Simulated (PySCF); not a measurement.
# InNH2F2 (SMILES [NH2][In]([F])[F]): levels of theory compared

Wanted: a comparison of 6 runs (HF/3-21G, HF/def2-SVP, M06-2X/def2-SVP, MP2/STO-3G, MP2/def2-SVP, CCSD/def2-SVPD) of InNH2F2. Input form: a Python script.

Program for the calculation: PySCF 2.14.0.

### Step 1. The system as given

InNH2F2 has 6 atoms, charge 0, and is taken as a singlet. As SMILES, `[NH2][In]([F])[F]`. The coordinates come from a PBE0-D4/def2-TZVP relaxation.

Bond lengths: N1–In2 1.998 Å, In2–F3 1.935 Å, In2–F4 1.935 Å, N1–H5 1.011 Å, N1–H6 1.011 Å. Angles: N1–In2–F3 124.1°, N1–In2–F4 124.1°, F3–In2–F4 111.4°, In2–N1–H5 114.2°, In2–N1–H6 114.2°, H5–N1–H6 109.1°.

### Step 2. Energy and forces at HF/3-21G (run 1)

Contents of calc.py:

```python
from pyscf import gto

molecule = gto.M(
    atom='''
N     -0.491140     2.182823    -0.530257
In     0.512872    -1.409169     0.054991
F      3.520371    -2.428109     1.868939
F     -1.166717    -4.281552    -1.461703
H      0.059904     3.385066     0.849243
H     -2.355733     2.429999    -0.868329
''',
    unit='bohr',
    basis='3-21g',
    max_memory=1860,
    verbose=4,
)

calc0 = molecule.RHF()
calc0.conv_tol = 1e-10
calc0.kernel()
if not calc0.converged:
    calc0 = calc0.newton().run(calc0.mo_coeff, calc0.mo_occ)

energy = calc0.e_tot
print('E(%s) = %.9f' % ('HF', energy))
grad = calc0.nuc_grad_method().kernel()
calc0.analyze()
```

On the command line:

```
$ OMP_NUM_THREADS=1 python calc.py
```

The program printed:

```text
PySCF version 2.14.0

[... 78 lines left out ...]
Nuclear Repulsion Energy =             397.219270288521614
[... 7 lines left out ...]
MO #2   energy= -148.7086759864    occ= 2
[... 5 lines left out ...]
MO #8   energy= -26.0469143649617  occ= 2
[... 5 lines left out ...]
MO #14  energy= -17.5318352477348  occ= 2
[... 5 lines left out ...]
MO #20  energy= -3.50332963110854  occ= 2
[... 5 lines left out ...]
MO #26  energy= -1.13572963086184  occ= 2
[... 5 lines left out ...]
MO #32  energy= -0.552828568552365 occ= 2
[... 5 lines left out ...]
MO #38  energy= -0.408079324618885 occ= 2
[... 5 lines left out ...]
MO #44  energy= 0.335040147179702  occ= 0
[... 5 lines left out ...]
MO #50  energy= 1.26731061796763   occ= 0
[... 5 lines left out ...]
MO #56  energy= 2.34164544754822   occ= 0
[... 5 lines left out ...]
MO #62  energy= 3.67132820951863   occ= 0
[... 32 lines left out ...]
pop of  1 In 3dxy         1.99989
pop of  1 In 3dyz         1.99993
pop of  1 In 3dz^2        1.99994
pop of  1 In 3dxz         1.99993
pop of  1 In 3dx2-y2      1.99985
pop of  1 In 4dxy         1.99874
pop of  1 In 4dyz         1.99924
pop of  1 In 4dz^2        1.99841
pop of  1 In 4dxz         1.99755
pop of  1 In 4dx2-y2      1.99795
pop of  2 F 1s            1.99992
pop of  2 F 2s            1.87457
pop of  2 F 3s            0.00260
pop of  2 F 2px           1.82271
pop of  2 F 2py           1.93437
pop of  2 F 2pz           1.90084
pop of  2 F 3px           0.00220
pop of  2 F 3py           0.00112
pop of  2 F 3pz           0.00142
pop of  3 F 1s            1.99992
pop of  3 F 2s            1.87455
pop of  3 F 3s            0.00260
pop of  3 F 2px           1.91012
pop of  3 F 2py           1.83598
pop of  3 F 2pz           1.91182
pop of  3 F 3px           0.00134
pop of  3 F 3py           0.00207
pop of  3 F 3pz           0.00132
pop of  4 H 1s            0.79386
pop of  4 H 2s            0.00967
pop of  5 H 1s            0.79387
pop of  5 H 2s            0.00967
 ** Mulliken atomic charges  **
charge of    0N =     -0.67468
charge of    1In =      1.36122
charge of    2F =     -0.53974
charge of    3F =     -0.53972
charge of    4H =      0.19647
charge of    5H =      0.19646
Dipole moment(X, Y, Z, Debye): -2.08644,  3.15369,  1.17885
```

It took 8.7 s on 1 thread of Intel Xeon at 2.50GHz (Skylake/Cascade Lake), shared host; peak memory 0.13 GiB.

### Step 3. Energy and gradient at HF/def2-SVP (core potential) (run 2)

Contents of job.py:

```python
import pyscf.grad
from pyscf import gto

molecule = gto.Mole()
molecule.atom = '''
N     -0.259900     1.155100    -0.280600
In     0.271400    -0.745700     0.029100
F      1.862900    -1.284900     0.989000
F     -0.617400    -2.265700    -0.773500
H      0.031700     1.791300     0.449400
H     -1.246600     1.285900    -0.459500
'''
molecule.ecp = {'In': 'def2-svp'}
molecule.basis = 'def2-svp'
molecule.charge = 0
molecule.verbose = 4
molecule.max_memory = 1860
molecule.build()

hf = molecule.RHF()
hf.conv_tol = 1e-10
hf.kernel()
if not hf.converged:
    hf = hf.newton().run(hf.mo_coeff, hf.mo_occ)

energy = hf.e_tot
print('E(%s) = %.9f' % ('HF', energy))
grad = hf.Gradients().kernel()
dip = hf.dip_moment()
pop, q = hf.mulliken_pop()
```

On the command line:

```
$ OMP_NUM_THREADS=1 python job.py
```

The program printed:

```text
PySCF version 2.14.0

[... 64 lines left out ...]
converged SCF energy = -443.539506811355
[... 13 lines left out ...]
Dipole moment(X, Y, Z, Debye): -1.97205,  3.48665,  0.83268
[... 46 lines left out ...]
pop of  2 F 2pz           1.10968
pop of  2 F 3px           0.75617
pop of  2 F 3py           0.78820
pop of  2 F 3pz           0.78288
pop of  2 F 3dxy          0.00055
pop of  2 F 3dyz          0.00023
pop of  2 F 3dz^2         0.00036
pop of  2 F 3dxz          0.00080
pop of  2 F 3dx2-y2       0.00061
pop of  3 F 1s            1.99160
pop of  3 F 2s            1.10282
pop of  3 F 3s            0.86749
pop of  3 F 2px           1.11783
pop of  3 F 2py           1.07043
pop of  3 F 2pz           1.11764
pop of  3 F 3px           0.78326
pop of  3 F 3py           0.75811
pop of  3 F 3pz           0.78585
pop of  3 F 3dxy          0.00071
pop of  3 F 3dyz          0.00066
pop of  3 F 3dz^2         0.00034
pop of  3 F 3dxz          0.00028
pop of  3 F 3dx2-y2       0.00057
pop of  4 H 1s            0.70431
pop of  4 H 2s            0.09026
pop of  4 H 2px           0.01154
pop of  4 H 2py           0.01725
pop of  4 H 2pz           0.02047
pop of  5 H 1s            0.70431
pop of  5 H 2s            0.09027
pop of  5 H 2px           0.02699
pop of  5 H 2py           0.00979
pop of  5 H 2pz           0.01249
 ** Mulliken atomic charges  **
charge of    0N =     -0.55927
charge of    1In =      1.44209
charge of    2F =     -0.59758
charge of    3F =     -0.59757
charge of    4H =      0.15617
charge of    5H =      0.15616
```

Wall time 14 s (1 thread of Intel Xeon at 2.50GHz (Skylake/Cascade Lake), shared host); peak memory 0.15 GiB.

Runs 3 to 4 aren't shown in full; the table further down has their settings and results.

### Step 4. Energy and gradient at MP2/def2-SVP (core potential) (run 5)

Contents of input.py:

```python
import pyscf.grad
from pyscf import gto, mp

mol = gto.Mole()
mol.atom = [
    ('N', (-0.259900, 1.155100, -0.280600)),
    ('In', (0.271400, -0.745700, 0.029100)),
    ('F', (1.862900, -1.284900, 0.989000)),
    ('F', (-0.617400, -2.265700, -0.773500)),
    ('H', (0.031700, 1.791300, 0.449400)),
    ('H', (-1.246600, 1.285900, -0.459500)),
]
mol.spin = 0
mol.verbose = 3
mol.max_memory = 1860
mol.basis = 'def2-svp'
mol.ecp = {'In': 'def2-svp'}
mol.build()

myscf = mol.RHF()
myscf.conv_tol = 1e-10
myscf.kernel()
if not myscf.converged:
    myscf = myscf.newton().run(myscf.mo_coeff, myscf.mo_occ)

pt = mp.MP2(myscf, frozen=7).run()
e_tot = pt.e_tot
print('E = %.10f Eh' % e_tot)
grad = pt.Gradients().kernel()
myscf.analyze()
```

On the command line:

```
$ OMP_NUM_THREADS=1 python input.py
```

The program printed:

```text
converged SCF energy = -443.539506811355
E(RMP2) = -444.17610402257  E_corr = -0.636597211214619
E(SCS-RMP2) = -444.15332448775  E_corr = -0.613817676394841
E = -444.1761040226 Eh
--------------- RMP2 gradients ---------------
         x                y                z
0 N    -0.0013573830    -0.0022126039     0.0031530115
1 In    -0.0001787405     0.0004061867    -0.0000674051
2 F    -0.0082442768     0.0020844166    -0.0051687283
3 F     0.0051372059     0.0074106809     0.0043472277
4 H    -0.0011523909    -0.0052181253    -0.0036019596
5 H     0.0057955853    -0.0024705550     0.0013378538
----------------------------------------------
**** MO energy ****
MO #1   energy= -26.2160206414582  occ= 2
MO #2   energy= -26.215974065667   occ= 2
MO #3   energy= -15.5753758301099  occ= 2
MO #4   energy= -5.42960051592245  occ= 2
MO #5   energy= -3.69363686142128  occ= 2
MO #6   energy= -3.68593318341489  occ= 2
MO #7   energy= -3.6845515140476   occ= 2
MO #8   energy= -1.468049488211    occ= 2
MO #9   energy= -1.46636654335852  occ= 2
MO #10  energy= -1.14821370820593  occ= 2
MO #11  energy= -1.0792443126084   occ= 2
MO #12  energy= -1.07806739992403  occ= 2
MO #13  energy= -1.07683493749878  occ= 2
MO #14  energy= -1.06854878936615  occ= 2
MO #15  energy= -1.04995507045277  occ= 2
MO #16  energy= -0.665567191301474 occ= 2
MO #17  energy= -0.637864775039738 occ= 2
MO #18  energy= -0.59168945808194  occ= 2
MO #19  energy= -0.586266259336746 occ= 2
MO #20  energy= -0.58528220431524  occ= 2
MO #21  energy= -0.574867281978138 occ= 2
MO #22  energy= -0.560568287849842 occ= 2
MO #23  energy= -0.531902562292931 occ= 2
MO #24  energy= -0.433427979998687 occ= 2
MO #25  energy= 0.0436995785411301 occ= 0
MO #26  energy= 0.0684621549708896 occ= 0
MO #27  energy= 0.134391955317107  occ= 0
MO #28  energy= 0.142806141466235  occ= 0
MO #29  energy= 0.238775647301281  occ= 0
MO #30  energy= 0.25034352641194   occ= 0
MO #31  energy= 0.283088047742186  occ= 0
MO #32  energy= 0.317794060820503  occ= 0
MO #33  energy= 0.383352334431194  occ= 0
MO #34  energy= 0.447783630248985  occ= 0
MO #35  energy= 0.517141795926427  occ= 0
MO #36  energy= 0.530970115715153  occ= 0
MO #37  energy= 0.557164871351249  occ= 0
MO #38  energy= 0.703208779435069  occ= 0
MO #39  energy= 0.750208443840737  occ= 0
MO #40  energy= 0.878111244028887  occ= 0
MO #41  energy= 0.933790431413282  occ= 0
MO #42  energy= 1.04136278259428   occ= 0
MO #43  energy= 1.10506708665229   occ= 0
MO #44  energy= 1.12681529998746   occ= 0
MO #45  energy= 1.2376703493882    occ= 0
MO #46  energy= 1.5042383411114    occ= 0
MO #47  energy= 1.58147814304512   occ= 0
MO #48  energy= 1.59214852793032   occ= 0
MO #49  energy= 1.60000194918363   occ= 0
MO #50  energy= 1.60771365138734   occ= 0
MO #51  energy= 1.6472089604113    occ= 0
MO #52  energy= 1.71879058004483   occ= 0
MO #53  energy= 1.73603036180095   occ= 0
MO #54  energy= 1.97903311689646   occ= 0
MO #55  energy= 2.0041966836616    occ= 0
MO #56  energy= 2.09780047049349   occ= 0
MO #57  energy= 2.1180078007188    occ= 0
MO #58  energy= 2.42401147028327   occ= 0
MO #59  energy= 2.4339393109601    occ= 0
MO #60  energy= 2.82791775115437   occ= 0
MO #61  energy= 2.91194904149583   occ= 0
MO #62  energy= 3.05960639475846   occ= 0
MO #63  energy= 3.43580153318334   occ= 0
MO #64  energy= 3.5099169028419    occ= 0
MO #65  energy= 3.51631931244741   occ= 0
MO #66  energy= 3.51735287542667   occ= 0
MO #67  energy= 3.52424784378373   occ= 0
MO #68  energy= 3.52877007250944   occ= 0
MO #69  energy= 3.54315659922193   occ= 0
MO #70  energy= 3.54417646764132   occ= 0
MO #71  energy= 3.58314080663614   occ= 0
MO #72  energy= 3.61864370337661   occ= 0
MO #73  energy= 3.63290065518411   occ= 0
MO #74  energy= 3.70909189823981   occ= 0
MO #75  energy= 16.3810452495595   occ= 0
MO #76  energy= 17.1299523301989   occ= 0
MO #77  energy= 17.5344734163934   occ= 0
MO #78  energy= 61.6531573364741   occ= 0
 ** Mulliken atomic charges  **
charge of    0N =     -1.03024
charge of    1In =      2.28174
charge of    2F =     -0.83105
charge of    3F =     -0.83376
charge of    4H =      0.20732
charge of    5H =      0.20599
Dipole moment(X, Y, Z, Debye): -1.97205,  3.48665,  0.83268
```

Wall time 18 s (1 thread of Intel Xeon at 2.50GHz (Skylake/Cascade Lake), shared host); peak memory 0.55 GiB.

### Step 5. A single-point energy at CCSD/def2-SVPD (core potential) (run 6)

Contents of run.py:

```python
from pyscf import gto, scf, cc

molecule = gto.Mole()
molecule.atom = [
    ('N', (-0.259900, 1.155100, -0.280600)),
    ('In', (0.271400, -0.745700, 0.029100)),
    ('F', (1.862900, -1.284900, 0.989000)),
    ('F', (-0.617400, -2.265700, -0.773500)),
    ('H', (0.031700, 1.791300, 0.449400)),
    ('H', (-1.246600, 1.285900, -0.459500)),
]
molecule.ecp = {'In': 'def2-svp'}
molecule.max_memory = 1860
molecule.basis = 'def2-svpd'
molecule.charge = 0
molecule.verbose = 4
molecule.build()

calc0 = scf.RHF(molecule)
calc0.conv_tol = 1e-10
calc0.kernel()
if not calc0.converged:
    calc0 = calc0.newton().run(calc0.mo_coeff, calc0.mo_occ)

mycc = cc.CCSD(calc0, frozen=7)
mycc.kernel()
etot = mycc.e_tot
print('E = %.10f Eh' % etot)
dip = calc0.dip_moment()
pop, q = calc0.mulliken_pop()
```

On the command line:

```
$ OMP_NUM_THREADS=1 python run.py
```

The program printed:

```text
PySCF version 2.14.0

[... 64 lines left out ...]
converged SCF energy = -443.570484649675
[... 12 lines left out ...]
Init t2, MP2 energy = -444.253415929692  E_corr(MP2) -0.682931280016394
[... 13 lines left out ...]
CCSD converged
[... 2 lines left out ...]
Dipole moment(X, Y, Z, Debye): -1.87769,  3.44593,  0.72252
[... 82 lines left out ...]
pop of  3 F 2pz           1.11308
pop of  3 F 3px           0.76007
pop of  3 F 3py           0.75139
pop of  3 F 3pz           0.76102
pop of  3 F 4px           0.07745
pop of  3 F 4py           0.07606
pop of  3 F 4pz           0.08188
pop of  3 F 3dxy          0.00066
pop of  3 F 3dyz          0.00061
pop of  3 F 3dz^2         0.00032
pop of  3 F 3dxz          0.00026
pop of  3 F 3dx2-y2       0.00052
pop of  3 F 4dxy          0.00231
pop of  3 F 4dyz          0.00232
pop of  3 F 4dz^2         0.00163
pop of  3 F 4dxz          0.00034
pop of  3 F 4dx2-y2       0.00225
pop of  4 H 1s            0.71987
pop of  4 H 2s            0.16575
pop of  4 H 2px           0.01118
pop of  4 H 2py           0.01652
pop of  4 H 2pz           0.02089
pop of  4 H 3px           0.01412
pop of  4 H 3py           0.03849
pop of  4 H 3pz           0.01843
pop of  5 H 1s            0.71987
pop of  5 H 2s            0.16574
pop of  5 H 2px           0.02748
pop of  5 H 2py           0.00863
pop of  5 H 2pz           0.01248
pop of  5 H 3px           0.02122
pop of  5 H 3py           0.01452
pop of  5 H 3pz           0.03531
 ** Mulliken atomic charges  **
charge of    0N =     -0.23302
charge of    1In =      1.86830
charge of    2F =     -0.81238
charge of    3F =     -0.81240
charge of    4H =     -0.00526
charge of    5H =     -0.00525
```

Run time: 1.7 min. Hardware: 1 thread of Intel Xeon at 2.50GHz (Skylake/Cascade Lake), shared host; peak memory 1.1 GiB.

### Step 6. Overview of the runs

```
run                             level  core potential  integration grid   energy (Eh)  dipole moment (D) of the reference  HOMO energy (eV)  LUMO energy (eV)  wall time
  1                          HF/3-21G               –                 –  -5967.924734                                3.96            -11.10              1.42      8.7 s
  2      HF/def2-SVP (core potential)        def2-svp                 –   -443.539507                                4.09            -11.79              1.19       14 s
  3  M06-2X/def2-SVP (core potential)        def2-svp                 5   -445.454561                                3.96             -9.55             -1.17       51 s
  4                        MP2/STO-3G               –                 –  -5933.981004                                2.02             -7.81              6.69       12 s
  5     MP2/def2-SVP (core potential)        def2-svp                 –   -444.176104                                4.09            -11.79              1.19       18 s
  6   CCSD/def2-SVPD (core potential)        def2-svp                 –   -444.263325                                3.99            -11.98              0.35    1.7 min
```

### Step 7. Summary of results

| quantity | value |
| --- | --- |
| run 6: total energy | -444.26332 Eh |
| run 6: dipole moment (Hartree–Fock density) | 3.99 D |
| run 6: HOMO energy (Hartree–Fock orbitals) | -11.98 eV |
| run 6: LUMO energy (Hartree–Fock orbitals) | 0.35 eV |
| run 6: HOMO–LUMO gap (Hartree–Fock orbitals) | 12.32 eV |
| run 6: correlation energy (7 core orbitals frozen) | -692.8 mEh |
| run 6: T1 diagnostic | 0.016 |

**Reading.** Over runs 1, 2, 3 the dipole moment (its size) runs from 3.96 D (M06-2X/def2-SVP) to 4.09 D (HF/def2-SVP). Over runs 1, 2, 3 the HOMO–LUMO gap runs from 8.38 eV (M06-2X/def2-SVP) to 12.98 eV (HF/def2-SVP). Exact exchange widens orbital gaps. Some runs of one species differ in core potentials or relativity; totals across that change don't compare. In run 4 the basis is minimal, so the values are rough. In runs 1, 4 relativity is left out where basis or elements ask for it. All runs together took 3.4 min, the longest 1.7 min.
